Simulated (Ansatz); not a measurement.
# Molecular dynamics of InSb

Input:

```yaml
accuracy: low
crystal:
  lattice:
    - [9.161558, 0.0, 0.0]
    - [4.580779, 7.934142, 0.0]
    - [0.0, 0.0, 15.675238]
  atoms:
    - { symbol: In, position: [0.0, 0.0, 0.0637949] }
    - { symbol: Sb, position: [0.16666667, 0.16666667, 0.12012494] }
    - { symbol: In, position: [1.0, 0.5, 0.0637949] }
    - { symbol: Sb, position: [0.16666667, 0.66666667, 0.12012494] }
    - { symbol: In, position: [0.5, 0.0, 0.0637949] }
    - { symbol: Sb, position: [0.66666667, 0.16666667, 0.12012494] }
    - { symbol: In, position: [0.5, 0.5, 0.0637949] }
    - { symbol: Sb, position: [0.66666667, 0.66666667, 0.12012494] }
    - { symbol: In, position: [0.66666667, 0.66666667, 0.31362418] }
    - { symbol: Sb, position: [0.83333334, 0.83333333, 0.37836463] }
    - { symbol: In, position: [0.66666667, 0.16666667, 0.31362418] }
    - { symbol: Sb, position: [0.83333334, 0.33333333, 0.37836463] }
    - { symbol: In, position: [0.16666667, 0.66666667, 0.31362418] }
    - { symbol: Sb, position: [0.33333334, 0.83333333, 0.37836463] }
    - { symbol: In, position: [0.16666667, 0.16666667, 0.31362418] }
    - { symbol: Sb, position: [0.33333333, 0.33333333, 0.37836463] }
basis:
  ecutwfc: 420.0
kpoints:
  mp_grid: { grid: [2, 2, 1] }
hamiltonian:
  xc: pbe
  pseudopotentials: { kind: paw, azcp: { folder: soft_1 } }
scf:
  occupations: { method: fermi_dirac, width: 0.15 }
  lower_state_search: "off"
md:
  timestep: 3
  n_steps: 190
  ensemble: nve
  temperature: 2400.0
  initial_velocities: maxwell_boltzmann
  seed: 906209
  constraints: [{ sites: [0, 2, 4, 6] }]
```

Command:

```bash
$ ansatz run input.yaml --threads 4 --pin off --max-ram 10240MiB --backend cpu --events-out ev --progress --plain --runs-dir out
```

It starts from a relaxed structure.

Output, in part (step lines):

```
md step     0: t =     0.00 fs  T =  2400.0 K  F+E_penalty+E_count = -96656.68737597 eV  E_kin = 3.722688 eV  conserved = -96652.96468800 eV  (11 SCF iters)
md step     1: t =     3.00 fs  T =  2393.7 K  F+E_penalty+E_count = -96656.67757896 eV  E_kin = 3.712925 eV  conserved = -96652.96465369 eV  (7 SCF iters)
md step     2: t =     6.00 fs  T =  2375.7 K  F+E_penalty+E_count = -96656.64954057 eV  E_kin = 3.684948 eV  conserved = -96652.96459211 eV  (7 SCF iters)
md step     3: t =     9.00 fs  T =  2346.5 K  F+E_penalty+E_count = -96656.60414757 eV  E_kin = 3.639642 eV  conserved = -96652.96450566 eV  (7 SCF iters)
md step     4: t =    12.00 fs  T =  2306.9 K  F+E_penalty+E_count = -96656.54267971 eV  E_kin = 3.578283 eV  conserved = -96652.96439678 eV  (7 SCF iters)
md step     5: t =    15.00 fs  T =  2258.0 K  F+E_penalty+E_count = -96656.46677180 eV  E_kin = 3.502503 eV  conserved = -96652.96426861 eV  (4 SCF iters)
md step     6: t =    18.00 fs  T =  2201.1 K  F+E_penalty+E_count = -96656.37836996 eV  E_kin = 3.414245 eV  conserved = -96652.96412449 eV  (3 SCF iters)
md step     7: t =    21.00 fs  T =  2137.6 K  F+E_penalty+E_count = -96656.27968065 eV  E_kin = 3.315713 eV  conserved = -96652.96396783 eV  (3 SCF iters)
[... lines left out ...]
md step   189: t =   567.00 fs  T =  1023.4 K  F+E_penalty+E_count = -96654.55037004 eV  E_kin = 1.587446 eV  conserved = -96652.96292393 eV  (3 SCF iters)
md step   190: t =   570.00 fs  T =   985.1 K  F+E_penalty+E_count = -96654.49076409 eV  E_kin = 1.528040 eV  conserved = -96652.96272419 eV  (7 SCF iters)
```

The steps, from the saved trajectory:

```csv
time (fs),T (K),potential energy less start (eV),conserved less start (meV/atom)
0,2400,0.000,0.00
18,2201,0.309,0.04
36,1777,0.968,0.10
54,1443,1.486,0.12
72,1355,1.623,0.11
90,1434,1.500,0.08
108,1547,1.325,0.07
126,1600,1.241,0.06
144,1551,1.318,0.07
162,1442,1.488,0.09
180,1395,1.560,0.09
198,1433,1.502,0.07
216,1441,1.488,0.05
234,1362,1.611,0.07
252,1275,1.746,0.09
270,1250,1.786,0.08
288,1227,1.821,0.08
306,1193,1.874,0.09
324,1206,1.853,0.09
342,1268,1.757,0.07
360,1304,1.701,0.06
378,1283,1.734,0.08
396,1255,1.777,0.08
414,1210,1.847,0.06
432,1093,2.028,0.08
450,998,2.175,0.10
468,1009,2.159,0.09
486,1099,2.020,0.10
504,1268,1.758,0.08
522,1432,1.502,0.05
540,1422,1.518,0.03
558,1172,1.906,0.07
```

The run went to its last step. The conserved energy stayed within 0.13 meV per atom of its start (net change 0.12 meV per atom), so the integration is sound. Over the second half the temperature averaged 0.50 of the 2400 K drawn at the start: a run that starts near a minimum puts about half its kinetic energy into the potential. A run of 0.57 ps of so small a system gives no equilibrium averages. Limits of this set-up: coarse k mesh, thin slab, slab without dipole correction, a typed lattice constant that wasn't relaxed here, low accuracy level.

Mean squared displacements from the first frame to the last: In 2.13 Å², Sb 3.27 Å².

Last frame:

```xyz
16
Lattice="9.1616 0.0000 0.0000 4.5808 7.9341 0.0000 0.0000 0.0000 15.6752" Properties=species:S:1:pos:R:3
In 0.000 0.000 1.000
Sb 2.162 1.461 2.807
In 11.452 3.967 1.000
Sb 4.803 5.096 3.050
In 4.581 0.000 1.000
Sb 6.660 1.418 2.282
In 6.871 3.967 1.000
Sb 9.201 5.579 3.107
In 7.378 6.710 5.559
Sb 10.176 6.749 6.378
In 5.221 1.181 5.222
Sb 6.714 3.844 4.200
In 3.485 5.066 5.667
Sb 5.100 7.469 7.063
In -0.198 0.841 4.314
Sb 2.468 2.277 5.899
```

The run took 20 min on 4 threads of Arm Neoverse V2 (shared host), peak memory 3.1 GiB.
